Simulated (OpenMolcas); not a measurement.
# Ru²⁺ among point charges: CASSCF levels and susceptibility

How does a field of 5 point charges split the states of Ru²⁺, and what χT follows?

Program: OpenMolcas 26.06. Level of theory: state-averaged CASSCF, spin-orbit coupling by RASSI with atomic mean-field integrals. These are calculated values, not measurements, unless marked.

1 further run of the same task is left out (it didn't finish).

## (1) What is computed

* Species: Ru²⁺ (ruthenium, Z = 44, 42 electrons)
* Basis: ANO-RCC-VDZP [6s5p3d1f], 43 functions
* Scalar Hamiltonian: DKH2, point nucleus
* Inactive shells: 1s 2s 2p 3s 3p 3d 4s 4p
* Active space: 6 electrons in 5 orbitals (4d)
* Some configurations of this space: 4d⁶
* Orbitals: optimised for each spin and parity, averaged over all roots

The outer shells:

4d6
```
4d [↑↓][↑ ][↑ ][↑ ][↑ ]
```

The ion sits among 5 point charges of -2 e arranged as a trigonal bipyramid (D3h), 2.08 Å from the ion, with the axial distance 1.872 Å. The active orbitals were held to one l.

Each step is its own input file, run in one work folder so that later steps find the files of earlier ones. Labels, J, g values, rates, χT and fits are worked out afterwards by a script from the matrices that RASSI stores.

## (2) Basis and integrals

Input file a.inp:

```
&GATEWAY
Coord
1

Ru 0.0 0.0 0.0
Basis=ANO-RCC-VDZP
Group=NoSym
NoMove
AngMom=0.0 0.0 0.0
AMFI
XField
5 Angstrom 0
2.080000 0.000000 0.000000 -2.000000
-1.040000 1.801333 0.000000 -2.000000
-1.040000 -1.801333 0.000000 -2.000000
0.000000 0.000000 1.872000 -2.000000
0.000000 0.000000 -1.872000 -2.000000
&SEWARD
```

Command:

```sh
$ OMP_NUM_THREADS=1 MOLCAS_MEM=1689 MOLCAS_PROJECT=a pymolcas a.inp > a.log
```

Log:

```text
Basis set label: RU.ANO-RCC...6S5P3D1F.

      Electronic valence basis set:
      ------------------
      Associated Effective Charge  44.000000 au
      Associated Actual Charge     44.000000 au
      Nuclear Model: Point charge

      Shell  nPrim  nBasis  Cartesian Spherical Contaminant
         s      21       6        X
         p      18       5        X
         d      13       3                 X
         f       6       1                 X
                  Relativistic Douglas-Kroll-Hess integrals:
                    - DKH order of Hamiltonian: 2
                    - DKH order of Properties : 0
                  Atomic mean-field integrals
```

## (3) CASSCF: quintets, 5 roots

Input file a.inp:

```
&RASSCF
FileOrb=start.orb
Symmetry=1
Spin=5
nActEl=6 0 0
Inactive=18
Ras2=5
CIRoot=5 5 1
SDav=5
CIMx=300
Iter=120 100
PrWF=0.3
OrbListing=Nothing
MaxOrb=0
SupSym
1
15 10 11 12 13 14 19 20 21 22 23 32 33 34 35 36
>>> COPY $Project.JobIph JOB001
```

start.orb holds the contracted functions of the basis, ordered by shell, or the orbitals of the step before.

Log, shortened:

```text
[...]
      Number of active orbitals                  5
[...]
      Spin quantum number                      2.0
[...]
      Active orbitals                            5
[...]
      Number of CSFs                             5
      Number of root(s) required                 5
[...]
      Convergence after  8 iterations
[...]
      Natural orbitals and occupation numbers for root  1
      sym 1:   2.000000   1.000000   1.000000   1.000000   1.000000
      Natural orbitals and occupation numbers for root  2
      sym 1:   1.000000   1.000000   1.000000   1.000000   2.000000
      Natural orbitals and occupation numbers for root  3
      sym 1:   1.000000   2.000000   1.000000   1.000000   1.000000
::    RASSCF root number  1 Total energy:  -4531.92473022
::    RASSCF root number  2 Total energy:  -4531.92473022
::    RASSCF root number  3 Total energy:  -4531.91287407
::    RASSCF root number  4 Total energy:  -4531.91287406
::    RASSCF root number  5 Total energy:  -4531.83169085
```

## (4) CASSCF: triplets, 45 roots

Input file a.inp:

```
&RASSCF
FileOrb=start.orb
Symmetry=1
Spin=3
nActEl=6 0 0
Inactive=18
Ras2=5
CIRoot=45 45 1
SDav=45
CIMx=300
Iter=120 100
PrWF=0.3
OrbListing=Nothing
MaxOrb=0
SupSym
1
15 10 11 12 13 14 19 20 21 22 23 32 33 34 35 36
>>> COPY $Project.JobIph JOB002
```

Command:

```sh
$ OMP_NUM_THREADS=1 MOLCAS_MEM=1689 MOLCAS_PROJECT=a pymolcas a.inp > a.log
```

Log, shortened:

```text
[...]
      Number of active orbitals                  5
[...]
      Spin quantum number                      1.0
[...]
      Active orbitals                            5
[...]
      Number of CSFs                            45
      Number of root(s) required                45
[...]
      Convergence after  7 iterations
[...]
      Natural orbitals and occupation numbers for root  1
      sym 1:   1.126471   1.857689   0.031678   1.857689   1.126471
      Natural orbitals and occupation numbers for root  2
      sym 1:   1.475232   1.491494   0.066549   1.491494   1.475231
      Natural orbitals and occupation numbers for root  3
      sym 1:   1.475232   1.491494   0.066549   1.491494   1.475231
::    RASSCF root number  1 Total energy:  -4531.89957891
::    RASSCF root number  2 Total energy:  -4531.89682136
::    RASSCF root number  3 Total energy:  -4531.89682136
[...]
::    RASSCF root number 27 Total energy:  -4531.76414906
::    RASSCF root number 28 Total energy:  -4531.76414906
::    RASSCF root number 29 Total energy:  -4531.76408417
::    RASSCF root number 30 Total energy:  -4531.76408417
```

## (5) Reference wave functions, singlets, 50 roots

Input file a.inp:

```
&RASSCF
FileOrb=start.orb
Symmetry=1
Spin=1
nActEl=6 0 0
Inactive=18
Ras2=5
CIRoot=50 50 1
SDav=50
CIMx=300
Iter=120 100
PrWF=0.3
OrbListing=Nothing
MaxOrb=0
SupSym
1
15 10 11 12 13 14 19 20 21 22 23 32 33 34 35 36
>>> COPY $Project.JobIph JOB003
```

Log, shortened:

```text
[...]
      Number of active orbitals                  5
[...]
      Spin quantum number                      0.0
[...]
      Active orbitals                            5
[...]
      Number of CSFs                            50
      Number of root(s) required                50
[...]
      Convergence after  7 iterations
[...]
      Natural orbitals and occupation numbers for root  1
      sym 1:   1.004587   1.979848   0.031135   1.979848   1.004581
      Natural orbitals and occupation numbers for root  2
      sym 1:   1.004585   1.979848   0.031135   1.979848   1.004584
      Natural orbitals and occupation numbers for root  3
      sym 1:   1.204214   1.762976   0.065615   1.762976   1.204220
::    RASSCF root number  1 Total energy:  -4531.86159375
::    RASSCF root number  2 Total energy:  -4531.86159375
::    RASSCF root number  3 Total energy:  -4531.85812669
[...]
::    RASSCF root number 27 Total energy:  -4531.72224431
::    RASSCF root number 28 Total energy:  -4531.72224431
::    RASSCF root number 29 Total energy:  -4531.71878954
::    RASSCF root number 30 Total energy:  -4531.71759698
```

## (6) State interaction with spin-orbit coupling

Input file a.inp:

```
&RASSI
NrOfJobIphs=3 5 45 50
1 2 3 4 5
1 2 3 4 5 6 7 8 9 10 11 12 13 14 15 16 17 18 19 20 21 22 23 24 25 26 27
28 29 30 31 32 33 34 35 36 37 38 39 40 41 42 43 44 45
1 2 3 4 5 6 7 8 9 10 11 12 13 14 15 16 17 18 19 20 21 22 23 24 25 26 27
28 29 30 31 32 33 34 35 36 37 38 39 40 41 42 43 44 45 46 47 48 49 50
IphNames
JOB001
JOB002
JOB003
EJob
SpinOrbit
DIPRint=1.0
SOCoupling=1000.0
Subsets=2
Property=9
'ANGMOM' 1 'ANGMOM' 2 'ANGMOM' 3 'MLTPL  1' 1 'MLTPL  1' 2 'MLTPL  1' 3
'AMFI' 1 'AMFI' 2 'AMFI' 3
SOProperty=3
'ANGMOM' 1 'ANGMOM' 2 'ANGMOM' 3
```

Command:

```sh
$ OMP_NUM_THREADS=1 MOLCAS_MEM=1689 MOLCAS_PROJECT=a pymolcas a.inp > a.log
```

Log, shortened:

```text
SPIN-FREE ENERGIES:
  (Shifted by EMIN (a.u.) =      -4531.9247302237)
 SF State       Relative EMIN(au)   Rel lowest level(eV)    D:o, cm**(-1)      L_eff
     1             0.0000000000        0.0000000000              0.0000         2.0
     2             0.0000000083        0.0000002270              0.0018         2.0
     3             0.0118561583        0.3226225028           2602.1260         2.0
     4             0.0118561592        0.3226225265           2602.1262         2.0
     6             0.0251513154        0.6844021569           5520.0757         3.9
     7             0.0279088681        0.7594389897           6125.2885         3.9
     8             0.0279088681        0.7594389897           6125.2885         3.9
     9             0.0394301259        1.0729483849           8653.9123         3.9
    10             0.0394301267        1.0729484064           8653.9125         3.9
    51             0.0631364714        1.7180309082          13856.8538         5.2
[...]
Eigenvalues of complex Hamiltonian:
   -----------------------------------
  (Shifted by EMIN (a.u.) =      -4531.9247302237)
 SO State       Relative EMIN(au)   Rel lowest level(eV)    D:o, cm**(-1)     J-value
     1            -0.0065902251        0.0000000000              0.0000         1.6
     2            -0.0065902251        0.0000000000              0.0000         1.6
     3            -0.0039144275        0.0728121618            587.2697         2.5
     4            -0.0039144275        0.0728121618            587.2697         2.5
     5            -0.0015739183        0.1365006624           1100.9521         2.8
     6            -0.0015739105        0.1365008739           1100.9538         2.8
     7             0.0005439925        0.1941319508           1565.7798         2.7
     8             0.0005439927        0.1941319548           1565.7798         2.7
     9             0.0024363254        0.2456249513           1981.0988         2.2
    10             0.0028189699        0.2560372383           2065.0796         2.0
    11             0.0094589645        0.4367206980           3522.3900         1.9
[...]
```

Time for these steps: 25 s (1 thread of Arm Neoverse V1, shared host).

Spin-free states, with their symmetry labels:

```
  state  degeneracy  E (cm-1)  free-ion L (%)
     5E           2         0         D (100)
     5E           2      2602         D (100)
    3A2           1      5520          H (53)
triplet           2      6125          F (40)
     3E           2      8654          H (52)
     1E           2     13857          I (55)
    1A1           1     14618          G (61)
    3A2           1     16161          F (72)
     1E           2     16244          G (38)
     3E           2     17892          H (72)
singlet           2     18444          I (79)
     3E           2     18495          H (50)
     3E           2     19299         H (100)
     3E           2     20339          H (39)
    5A1           1     20420         D (100)
     3E           2     21573          F (73)
     3E           2     22267          G (43)
    3A2           1     22459          P (71)
     1E           2     22615          I (63)
    3A1           1     23178          G (57)
triplet           2     23466          G (53)
     3E           2     23808          G (48)
    1A1           1     26933          S (37)
     1E           2     27744         I (100)
```

With spin-orbit coupling:

| E (cm-1) | Degeneracy | Label | 2S+1 | g |
| --- | --- | --- | --- | --- |
| 0.0 | 2 | E | 5 | 0.00 0.00 11.90 |
| 587.3 | 2 |  | 5 | 0.00 0.00 8.04 |
| 1101 | 2 | E | 5 | 0.00 0.00 4.12 |
| 1566 | 2 | E | 5 | 0.00 0.00 0.18 |
| 1981 | 1 | A1 | 5 |  |
| 2065 | 1 | A2 | 5 |  |
| 3522 | 2 |  | 5 | 0.00 0.00 9.92 |
| 3731 | 1 | A1 | 5 |  |
| 3736 | 2 | E | 5 | 0.00 0.00 3.85 |
| 3743 | 2 | E | 5 | 0.00 0.00 5.88 |
| 4104 | 2 | E | 5 | 0.00 0.00 3.70 |
| 4248 | 1 | A2 | 5 |  |
| 6185 | 2 | E | 3 | 0.00 0.00 10.06 |
| 6608 | 1 | A1 | 3 |  |
| 7072 | 2 | E | 3 | 0.00 0.00 4.06 |
| 7588 | 2 |  | 3 | 0.00 0.00 6.04 |
| 8900 | 2 | E | 3 | 0.00 0.00 2.06 |
| 9498 | 2 | E | 3 | 0.00 0.00 5.95 |
| 10174 | 2 | E | 3 | 0.00 0.00 2.21 |
| 10792 | 1 | A2 | 3 |  |
| 10878 | 1 | A1 | 3 |  |
| 15085 | 2 | E | 1 | 0.00 0.00 7.97 |
| 16157 | 1 | A1 | 1 |  |
| 16453 | 2 | E | 3 | 0.00 0.00 2.93 |

The table of states holds 24 of 58 computed; the rest, higher up, is left out. Labels of spin-orbit levels are those of the rotation subgroup (D3 for D3h). Principal g values are given for doublets only; a zero marks a field direction without first-order Zeeman splitting.

Powder χT (cm³ K/mol): 4.43 at 2 K, 4.44 at 5 K, 4.46 at 10 K, 4.48 at 20 K, 4.56 at 50 K, 4.70 at 100 K, 4.83 at 150 K, 4.94 at 200 K, 5.02 at 250 K, 5.08 at 300 K.

## (7) Outcome

| quantity | value |
| --- | --- |
| method | CASSCF |
| spin-free ground state | 5E, 2-fold in its orbital part |
| first state of the same spin within the active space | 5E at 2600 cm⁻¹ |
| lowest level | 2-fold E, g = 0.00, 0.00, 11.90 |
| next level | 587.3 cm⁻¹ |
| χT at 300 K | 5.08 cm³ K/mol |
| effective moment at 300 K | 6.37 μB |

The spin-free ground state (5E) comes to 100 % from free-ion D terms and keeps the highest spin of the shell. χT at 300 K is 5.08, against 3.01 cm³ K/mol for the spin alone, so orbital moment adds to it. An active space of the d shell alone favours high spin; real ions in strong fields can be low spin. The field of point charges can differ much from that of real complexes. With metal d orbitals alone active, the gaps between spin states are rough; where two lie within a few thousand cm-1, their order is open. This is an electrostatic model: the charges have no orbitals.
